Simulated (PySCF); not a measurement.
# C9H14: the cost of one run

Programs: PySCF 2.14.0, with routines of our own; each step states its level. All values are computed. Atoms count from 0.

### Step 1. The starting structure

23 atoms, charge 0, multiplicity 1; geometry from: GFN2-xTB.

### Step 2. Open-shell or spin-flip excitations: collinear spin-flip TDA CAM-B3LYP/def2-SVP

What the job is given:

```
{"job": {"kind": "uabs", "xc": "CAM-B3LYP", "basis": "def2-SVP", "nstates": 8, "spin_flip": true, "ref_mult": 3}, "charge": 0, "multiplicity": 1}
C      3.244618    -0.816028     1.067033
C      2.451346    -0.602174     0.196893
C      1.478540    -0.341497    -0.846438
C      0.846593     1.044537    -0.679337
C     -0.220515     0.870809     0.414776
C     -1.401188     1.805352     0.175769
C     -0.549770    -0.650970     0.440211
C     -2.024425    -1.021175     0.337985
C      0.264263    -1.264235    -0.707313
H      3.944954    -1.004671     1.824947
H      1.970725    -0.452111    -1.818054
H      0.370664     1.333976    -1.618551
H      1.581186     1.805764    -0.418381
H      0.221001     1.137432     1.380057
H     -1.885789     1.596522    -0.774798
H     -2.139124     1.720994     0.969271
H     -1.045160     2.833863     0.154351
H     -0.168011    -1.057951     1.382061
H     -2.592413    -0.602521     1.164807
H     -2.456596    -0.670064    -0.595680
H     -2.126598    -2.104510     0.371278
H     -0.315463    -1.237062    -1.632197
H      0.546410    -2.297293    -0.505671
```

With the program's defaults for keys left out, this is: collinear spin-flip TDA CAM-B3LYP/def2-SVP, vertical, gas phase, core orbitals frozen in the response.

Started as:

```sh
OMP_NUM_THREADS=1 python excited_run.py task.json out
```

One launch serves the whole session: the jobs run in the order shown.

Q: Estimate the wall time and peak memory of this first job on 1 thread of Arm Neoverse V1, shared host.

About 92 s, with a peak of 0.75 GiB.
